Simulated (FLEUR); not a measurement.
## TiCo in FLEUR: convergence with k mesh

Input of the first run (k mesh 2 × 2 × 2); the others differ in this setting and in those tied to it:

inp.xml

```xml
<?xml version="1.0" encoding="UTF-8" standalone="no"?>
<fleurInput fleurInputVersion="0.39">
   <comment>
      TiCo                                                                                                
   </comment>
   <calculationSetup>
      <cutoffs Kmax="4.38" Gmax="13.6" GmaxXC="13.6" numbands="0"/>
      <scfLoop itmax="60" minDistance="0.00001" maxIterBroyd="15" imix="Anderson" alpha="0.05" precondParam="0.0" spinf="2.0" sdNocoIR="T"/>
      <coreElectrons ctail="T" frcor="F" kcrel="0" coretail_lmax="0"/>
      <xcFunctional name="pbe" relativisticCorrections="F"/>
      <magnetism jspins="2"/>
      <soc l_soc="F" theta="0.0" phi="0.0" spav="F"/>
      <expertModes spex="0" secvar="F"/>
      <geometryOptimization l_f="T" forcealpha="1.0" forcemix="BFGS" epsdisp="0.0005" epsforce="0.0002"/>
      <ldaU l_linMix="F" mixParam="0.05" spinf="1.0"/>
   </calculationSetup>
   <cell>
      <bzIntegration valenceElectrons="29.0" mode="hist" fermiSmearingEnergy="0.00183747">
         <kPointListSelection listName="default-1"/>
         <!-- k-points included here -->
         <xi:include xmlns:xi="http://www.w3.org/2001/XInclude" href="kpts.xml"> </xi:include>
      </bzIntegration>
      <!-- symmetry operations included here -->
      <xi:include xmlns:xi="http://www.w3.org/2001/XInclude" href="sym.xml"> </xi:include>
      <bulkLattice scale="1.0">
         <bravaisMatrix>
            <row-1>    5.6429319487581688     0.0000000000000000     0.0000000000000000</row-1>
            <row-2>    0.0000000000000000     5.6429319487581688     0.0000000000000000</row-2>
            <row-3>    0.0000000000000000     0.0000000000000000     5.6429319487581688</row-3>
         </bravaisMatrix>
      </bulkLattice>
   </cell>
   <atomSpecies>
      <species name="Cobalt (Co2.000" element="Co" atomicNumber="27">
         <mtSphere radius="2.24" gridPoints="747" logIncrement="0.016"/>
         <atomicCutoffs lmax="9" lnonsphr="7"/>
         <electronConfig flipSpins="F">
            <coreConfig>(1s1/2) (2s1/2) (2p1/2) (2p3/2)</coreConfig>
            <valenceConfig>(3s1/2) (3p1/2) (3p3/2) (4s1/2) (3d3/2) (3d5/2)</valenceConfig>
            <stateOccupation state="(3d3/2)" spinUp="1.5" spinDown="1.3"/>
            <stateOccupation state="(3d5/2)" spinUp="3.0" spinDown="1.2"/>
         </electronConfig>
         <energyParameters s="4" p="4" d="3" f="4"/>
         <lo type="SCLO" l="0" n="3" eDeriv="0"/>
         <lo type="SCLO" l="1" n="3" eDeriv="0"/>
         <lo type="SCLO" l="1" n="3" eDeriv="1"/>
         <lo type="SCLO" l="2" n="3" eDeriv="2"/>
         <lo type="SCLO" l="3" n="4" eDeriv="2"/>
      </species>
      <species name="Titanium (1.001" element="Ti" atomicNumber="22">
         <mtSphere radius="2.24" gridPoints="747" logIncrement="0.016"/>
         <atomicCutoffs lmax="9" lnonsphr="7"/>
         <electronConfig flipSpins="F">
            <coreConfig>(1s1/2) (2s1/2) (2p1/2) (2p3/2)</coreConfig>
            <valenceConfig>(3s1/2) (3p1/2) (3p3/2) (4s1/2) (3d3/2) (3d5/2)</valenceConfig>
            <stateOccupation state="(3d3/2)" spinUp="0.4" spinDown="0.4"/>
            <stateOccupation state="(3d5/2)" spinUp="1.1005" spinDown="0.0995"/>
         </electronConfig>
         <energyParameters s="4" p="4" d="3" f="4"/>
         <lo type="SCLO" l="0" n="3" eDeriv="0"/>
         <lo type="SCLO" l="1" n="3" eDeriv="0"/>
         <lo type="SCLO" l="1" n="3" eDeriv="1"/>
         <lo type="SCLO" l="2" n="3" eDeriv="2"/>
         <lo type="SCLO" l="3" n="4" eDeriv="2"/>
      </species>
   </atomSpecies>
   <atomGroups>
      <atomGroup species="Cobalt (Co2.000">
         <relPos label="                   1">1.000/2.000 1.000/2.000 1.000/2.000</relPos>
         <force calculate="T" relaxXYZ="TTT"/>
      </atomGroup>
      <atomGroup species="Titanium (1.001">
         <relPos label="                   2">.0000000000 .0000000000 .0000000000</relPos>
         <force calculate="T" relaxXYZ="TTT"/>
      </atomGroup>
   </atomGroups>
   <output dos="F" band="F" slice="F">
      <checks vchk="F" cdinf="F"/>
      <bandDOS minEnergy="-.5*Htr" maxEnergy="0.5*Htr" sigma="0.015" storeEVData="T"/>
      <vacuumDOS vacdos="F" integ="F" star="F" nstars="0" locx1="0.0" locy1="0.0" locx2="0.0" locy2="0.0" nstm="0" tworkf="0.0"/>
      <unfoldingBand unfoldBand="F" supercellX="1" supercellY="1" supercellZ="1"/>
      <plotting iplot="0" polar="F">
         <plot TwoD="T" vec1="  1.0  0.0  0.0" vec2="  0.0  1.0  0.0" vec3="  0.0  0.0  1.0" zero="  0.0  0.0  0.0" file="plot"/>
      </plotting>
      <chargeDensitySlicing numkpt="0" minEigenval="0.0" maxEigenval="0.0" nnne="0" pallst="F"/>
      <specialOutput eonly="F"/>
      <moessbauerParams electricFieldGradient="T" isomerShift="T" coreHyperfine="T" valenceHyperfine="T"/>
      <magneticCircularDichroism mcd="F" energyLo="-10.0" energyUp="0.0"/>
   </output>
  <!-- We include the file relax.xml here to enable relaxations (see documentation) -->
  <xi:include xmlns:xi="http://www.w3.org/2001/XInclude" href="relax.xml"> <xi:fallback/> </xi:include>
</fleurInput>
```

File crystal.txt:

```
TiCo
&input cartesian=F /
2.9861109900  0.0000000000  0.0000000000
0.0000000000  2.9861109900  0.0000000000
0.0000000000  0.0000000000  2.9861109900
1.8897261246
1.0 1.0 1.0

2
27 0.5000000000  0.5000000000  0.5000000000 : 2.000
22 0.0000000000  0.0000000000  0.0000000000 : 1.001

&kpt div1=2 div2=2 div3=2 gamma=T /
```

Potentials or basis: all-electron, FLAPW.

Run with:

```bash
$ inpgen -f crystal.txt -profile fastHighL
$ # inp.xml edited to the form shown
$ fleur_MPI
```

The cell comes from a database or a generator and needn't be the stable form of this composition.

Hardware: 1 thread of Intel(R) Xeon(R) Platinum 8488C (Sapphire Rapids), with other jobs on the host.

```tsv
k mesh	energy less the tightest run, at zero smearing (meV/atom)	largest site moment (μB)	SCF cycles	CPU time (s)	peak memory (GiB)
2 × 2 × 2	456.84	1.52	25	24	0.07
4 × 4 × 4	-24.37	0.90	38	61	0.07
5 × 5 × 5	-6.56	1.01	26	45	0.07
6 × 6 × 6	7.16	0.58	56	170	0.07
8 × 8 × 8	3.23	1.03	28	130	0.07
9 × 9 × 9	-0.07	0.93	34	170	0.07
11 × 11 × 11	0.37	0.99	30	230	0.07
14 × 14 × 14	0.00	0.99	30	460	0.08
```

Against the tightest run, the energy stays within 1 meV/atom from 9 × 9 × 9 on; the largest site moment stays within 0.02 μB from 11 × 11 × 11 on. Meshes of other sizes hit other points, so gaps and Fermi surfaces needn't settle smoothly. The tightest run that finished is the yardstick and may itself not be fully converged.
